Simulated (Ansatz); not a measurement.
# SnAu: the cost of one run

Method: DFT PBEsol, scalar-relativistic, plane waves, PAW, in Ansatz 0.2.0.

The COD entry's cell or inner coordinates are ideal or old and differ from later refinements, so a difference from it is no clean test against experiment.

6 further runs of the same task are left out: 1 that didn't finish, 5 set aside as unsound or not needed.

### Step 1. The structure to begin with

It takes space group P6_3/mmc (No. 194, hexagonal). Conventional cell: a = 4.314 Å, b = 4.314 Å, c = 5.512 Å, α = 90.00°, β = 90.00°, γ = 120.00°. Sn (site symmetry -6m2) is surrounded by 6 Au at 2.85 Å. Au (site symmetry -3m) has 2 Au at 2.76 Å and 6 Sn at 2.85 Å in its first shell of neighbours.

Coordinates:

```
Sn Au
1.0
     4.31400    0.00000    0.00000
    -2.15700    3.73603    0.00000
     0.00000    0.00000    5.51200
Sn Au
2 2
Direct
  0.33333 0.66667 0.25000
  0.66667 0.33333 0.75000
  0.00000 0.00000 0.00000
  0.00000 0.00000 0.50000
```

The cell is the deposited one, not relaxed. An earlier run on this cell at PBEsol gave 1.47 GPa at 22.210 Å³/atom (10×10×6 mesh), metallic.

### Step 2. Bands on a fine mesh, Fermi surface

File input.yaml:

```yaml
crystal:
  lattice:
    - [4.313998251, -1.0e-10, 0.0]
    - [-2.1569991254, 3.7360320773, 0.0]
    - [0.0, 0.0, 5.5119997526]
  atoms:
    - { symbol: Sn, position: [0.3333333333, 0.6666666667, 0.25] }
    - { symbol: Sn, position: [0.6666666667, 0.3333333333, 0.75] }
    - { symbol: Au, position: [0.0, 0.0, 0.0] }
    - { symbol: Au, position: [0.0, 0.0, 0.5] }
basis:
  ecutwfc: 420
  ecutrho_ratio: 4
kpoints:
  mp_grid: { grid: [10, 10, 6] }
hamiltonian:
  xc: pbesol
scf:
  occupations: { method: gaussian, width: 0.05 }
output:
  forces: true
  stress: true
  eigenvalues: true
  eigenstates:
    nscf_kmesh: { grid: [12, 12, 8] }
    de_dk: true
    e_range: [-2.5, 2.5]
  write_density: true
  write_potential: true
  elf: true
  volumetric_format: npy
```

Command:

```sh
$ ansatz run input.yaml --threads 4 --pin off --max-ram 9216MiB --backend cpu --events-out ev --progress --plain --runs-dir out
```

**Question.** How long does this run take on 4 threads of Arm Neoverse V1, shared host, and how much memory does it need?

About 8.3 s, with a peak of 0.55 GiB.
